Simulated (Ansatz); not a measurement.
# CH5AlN2OSi: the cost of one run

Method: RKS PBE/def2-SVP, in Ansatz 0.2.0.

**1. The structure to begin with**

Bond lengths: N1–Al2 1.944 Å, Al2–N3 1.901 Å, N3–Si4 1.683 Å, Al2–C5 2.002 Å, Si4–C5 1.853 Å, C5–O6 1.222 Å, N1–H7 1.012 Å, N1–H8 1.099 Å, N3–H9 1.028 Å, Si4–H10 1.538 Å, Si4–H11 1.470 Å. Angles (14 of 18 angles, heavy atoms first): N1–Al2–N3 134.7°, N1–Al2–C5 137.0°, N3–Al2–C5 86.0°, Al2–N3–Si4 92.0°, N3–Si4–C5 97.6°, Al2–C5–Si4 84.0°, Al2–C5–O6 138.6°, Si4–C5–O6 137.4°, Al2–N1–H7 106.0°, Al2–N1–H8 103.5°, Al2–N3–H9 109.5°, Si4–N3–H9 110.0°, N3–Si4–H10 110.8°, N3–Si4–H11 115.8°.

Structure file:

```xyz
11

N     1.8540   -0.6813   -1.9214
Al    0.7297   -0.0207   -0.4796
N     0.5802   -0.3958    1.3776
Si   -0.8545    0.4750    1.4971
C    -1.0634    0.8531   -0.3051
O    -1.8827    1.4145   -1.0163
H     1.4637   -1.5751   -2.1930
H     1.6502    0.0164   -2.7455
H     0.3947   -1.3978    1.5121
H    -2.0057   -0.4309    1.9650
H    -0.8008    1.6855    2.3297
```

**2. End point A**

input.yaml

```yaml
crystal:
  periodic: [false, false, false]
  atoms:
    - { symbol: "N", position_ang: [1.854, -0.6813, -1.9214] }
    - { symbol: Al, position_ang: [0.7297, -0.0207, -0.4796] }
    - { symbol: "N", position_ang: [0.5802, -0.3958, 1.3776] }
    - { symbol: Si, position_ang: [-0.8545, 0.475, 1.4971] }
    - { symbol: C, position_ang: [-1.0634, 0.8531, -0.3051] }
    - { symbol: O, position_ang: [-1.8827, 1.4145, -1.0163] }
    - { symbol: H, position_ang: [1.4637, -1.5751, -2.193] }
    - { symbol: H, position_ang: [1.6502, 0.0164, -2.7455] }
    - { symbol: H, position_ang: [0.3947, -1.3978, 1.5121] }
    - { symbol: H, position_ang: [-2.0057, -0.4309, 1.965] }
    - { symbol: H, position_ang: [-0.8008, 1.6855, 2.3297] }
basis:
  gaussian: { orbitals: def2-SVP }
hamiltonian:
  xc: pbe
relax:
  f_tol: 0.015
  max_steps: 40
```

Launch:

```
ansatz run input.yaml --threads 2 --pin off --max-ram 3072MiB --backend cpu --events-out ev --progress --plain --runs-dir out
```

**Question.** How long does this run take on 2 threads of Arm Neoverse V2, shared host, and how much memory does it need?

About 35 s, with a peak of 0.18 GiB.
